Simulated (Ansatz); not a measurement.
# WSe2: the cost of one run

Computed with Ansatz 0.2.0 (DFT PBE+D3(BJ), scalar-relativistic, plane waves, PAW, unless a step's input says otherwise).

1 further run of the same task is left out (set aside as unsound or not needed).

## 1. The structure to begin with

The structure is hexagonal, space group P6_3/mmc (No. 194). Conventional cell: a = 3.277 Å, b = 3.277 Å, c = 12.879 Å, α = 90.00°, β = 90.00°, γ = 120.00°. Around W (site symmetry -6m2) lie 6 Se at 2.53 Å. Around Se (site symmetry 3m) lie 3 W at 2.53 Å.

As a file:

```cif
data_structure
_symmetry_space_group_name_H-M 'P 1'
_symmetry_Int_Tables_number 1
_cell_length_a 3.2771
_cell_length_b 3.2771
_cell_length_c 12.8787
_cell_angle_alpha 90.000
_cell_angle_beta 90.000
_cell_angle_gamma 120.000
_cell_volume 119.78
loop_
_atom_site_label
_atom_site_type_symbol
_atom_site_fract_x
_atom_site_fract_y
_atom_site_fract_z
_atom_site_occupancy
W1 W 0.33333 0.66667 0.25000 1
W2 W 0.66667 0.33333 0.75000 1
Se1 Se 0.33333 0.66667 0.61944 1
Se2 Se 0.66667 0.33333 0.11944 1
Se3 Se 0.33333 0.66667 0.88056 1
Se4 Se 0.66667 0.33333 0.38056 1
```

It is the result of an earlier relaxation at this level (volume 19.96 Å³/atom; gap on the mesh: 1.02 eV).

## 2. Linear response at Γ

input.yaml reads:

```yaml
crystal:
  lattice:
    - [3.2770791625, 0.0, 0.0]
    - [-1.6385395812, 2.8380338049, 0.0]
    - [0.0, 0.0, 12.8786800122]
  atoms:
    - { symbol: W, position: [0.3333333333, 0.6666666667, 0.25] }
    - { symbol: W, position: [0.6666666667, 0.3333333333, 0.75] }
    - { symbol: Se, position: [0.3333333333, 0.6666666667, 0.6194354467] }
    - { symbol: Se, position: [0.6666666667, 0.3333333333, 0.1194354467] }
    - { symbol: Se, position: [0.3333333333, 0.6666666667, 0.8805645533] }
    - { symbol: Se, position: [0.6666666667, 0.3333333333, 0.3805645533] }
basis:
  ecutwfc: 240.0
kpoints:
  mp_grid: { grid: [9, 9, 2] }
hamiltonian:
  xc: pbe
  dispersion: d3bj
scf:
  occupations: { method: fixed }
output:
  eigenvalues: true
phonons:
  method: dfpt
  dielectric: true
  rigid_motions: translations
  eigenvectors: true
```

Launch:

```console
> ansatz run input.yaml --threads 1 --pin off --max-ram 2560MiB --backend cpu --events-out ev --progress --plain --runs-dir out
```

What time and memory should one allow on 1 thread of Intel Xeon at 2.50GHz (Skylake/Cascade Lake), shared host?

About 14 min, with a peak of 2 GiB.
